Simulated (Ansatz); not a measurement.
# C2H3FGe: one species, many methods

The task here is to estimate one member of a computed series from the others.

The runs use Ansatz 0.2.0, Gaussian basis; functionals in def2-TZVPP, the program's frozen cores in correlated methods.

Plan: LDA (SPW92), PBE-D4, revPBE-D4, BLYP-D4, r2SCAN-D4, B97M-V, PBE0-D4, B3LYP-D4, r2SCANh-D4, r2SCAN0-D4, HSE06-D4, BHLYP-D4, CAM-B3LYP-D4, LC-ωPBE, ωB97X-V, ωB97M-V, B2PLYP, PBE-QIDH; CCSD(T)/def2-SVP; CCSD(T)/def2-TZVPP; MP2/def2-QZVPP; extrapolation to the limit; RPA on PBE.

### Structure used throughout

All runs share one geometry, relaxed beforehand with PBE0-D4 in a triple-zeta def2 set.

7 atoms, charge 0, spin multiplicity 1.

Atoms are counted from 1 here; the program's logs count them from 0.

Bond lengths: F1–C2 1.321 Å, C2–C3 1.316 Å, C2–Ge4 1.894 Å, C3–Ge4 1.936 Å, C3–H5 1.082 Å, Ge4–H6 1.533 Å, Ge4–H7 1.533 Å. Angles: F1–C2–C3 135.4°, F1–C2–Ge4 153.0°, C3–C2–Ge4 71.7°, C2–C3–Ge4 68.2°, C2–C3–H5 139.9°, Ge4–C3–H5 151.9°, C2–Ge4–C3 40.2°, C2–Ge4–H6 121.0°, C2–Ge4–H7 121.0°, C3–Ge4–H6 120.4°, C3–Ge4–H7 120.4°, H6–Ge4–H7 114.1°.

Set-up of the first run:

The input, in.yaml:

```yaml
crystal:
  periodic: [false, false, false]
  atoms:
    - {symbol: F, position_ang: [-0.615421, -2.157431, 0.558927]}
    - {symbol: C, position_ang: [-0.191465, -0.946253, 0.243620]}
    - {symbol: C, position_ang: [0.983496, -0.362683, 0.139894]}
    - {symbol: Ge, position_ang: [-0.464185, 0.855934, -0.270406]}
    - {symbol: H, position_ang: [2.034383, -0.590955, 0.255466]}
    - {symbol: H, position_ang: [-0.904218, 1.910526, 0.751318]}
    - {symbol: H, position_ang: [-0.781291, 1.222963, -1.724519]}
basis:
  gaussian: {orbitals: def2-TZVPP}
hamiltonian: {xc: lda}
output: {orbitals: {seedname: orbitals}}
```

Started as:

```
> ansatz run in.yaml --threads 2 --pin off --events-out ev --progress --plain --max-ram 4352MiB
```

Steps of the session up to this table: LDA; PBE-D4 (GGA); revPBE-D4 (GGA); BLYP-D4 (GGA); r2SCAN-D4 (meta-GGA); B97M-V (meta-GGA); PBE0-D4 (hybrid); B3LYP-D4 (hybrid); r2SCANh-D4 (hybrid); r2SCAN0-D4 (hybrid); HSE06-D4 (hybrid); BHLYP-D4 (hybrid); CAM-B3LYP-D4 (range-separated); LC-ωPBE (range-separated); ωB97X-V (range-separated); ωB97M-V (range-separated); B2PLYP (double hybrid); PBE-QIDH (double hybrid).

One of the session's tables, all rows but one given; the rest of the session is left out.

It belongs to the step «Frontier levels by functional». 

```
  functional  HOMO (eV)  gap (eV)
 LDA (SPW92)      -6.71      5.36
      PBE-D4      -6.55      5.41
   revPBE-D4      -6.48      5.44
     BLYP-D4      -6.42      5.36
   r2SCAN-D4      -6.81      5.88
      B97M-V      -6.84      5.87
     PBE0-D4      -7.73      7.42
    B3LYP-D4      -7.53      6.97
  r2SCANh-D4      -7.25      6.62
  r2SCAN0-D4      -7.90      7.72
    HSE06-D4      -7.33      6.65
    BHLYP-D4      -8.81      9.35
CAM-B3LYP-D4      -9.04      9.74
     LC-ωPBE     -10.32     12.22
     ωB97X-V          ?         ?
     ωB97M-V      -9.87     11.44
```

**Question.** Estimate the row for ωB97X-V.

As computed: HOMO (eV): -10.00; gap (eV): 11.75. In the column «HOMO (eV)» it lies between LC-ωPBE (-10.32) and ωB97M-V (-9.87).
